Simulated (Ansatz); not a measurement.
CaBr:

```
Br Ca
1.0
     4.08415    0.00000    0.00000
    -2.04207    3.53698    0.00000
     0.00000    0.00000    9.67213
Br Ca
2 2
Direct
  0.66667 0.33333 0.53449
  0.33333 0.66667 0.03449
  0.66667 0.33333 0.84051
  0.33333 0.66667 0.34051
```

The cell comes from a database or a generator and needn't be the stable form of this composition.

| Property | Result |
| --- | --- |
| Program | Ansatz 0.2.0 |
| Task | relaxation of cell and atoms |
| Functional | PBE |
| Potentials or basis | SPMS NC |
| Cutoff | 435 eV (not typed: the program's choice for these potentials) |
| k mesh | 8 × 8 × 3 |
| Occupations | fermi-dirac, width 0.05 eV |
| Spin | no spin polarisation |

At the start: volume 34.93 Å³/atom.

Question: How do energy, volume and symmetry change on relaxing?

Answer: It ends after 4 steps and the volume is 35.30 Å³/atom (+1.1 %); space group P6_3mc (No. 186, to 0.05 Å).

The path:
```
step  energy change (eV)  largest force (eV/Å)  volume (Å³)
   1              0.0000                0.1263       139.72
   2             -0.0122                0.0230       140.70
   3             -0.0127                0.0008       141.20
   4             -0.0133                0.0007       141.20
```

Final structure:
```yaml
crystal:
  lattice:
    - [4.07003, 0.00000, 0.00000]
    - [-2.03501, 3.52475, 0.00000]
    - [0.00000, 0.00000, 9.84262]
  atoms:
    - { symbol: Br, position: [0.66667, 0.33333, 0.53681] }
    - { symbol: Br, position: [0.33333, 0.66667, 0.03681] }
    - { symbol: Ca, position: [0.66667, 0.33333, 0.83819] }
    - { symbol: Ca, position: [0.33333, 0.66667, 0.33819] }
```

Caveat: the plane-wave basis is chosen anew once the cell has moved, so the energies of steps on either side of that aren't comparable.
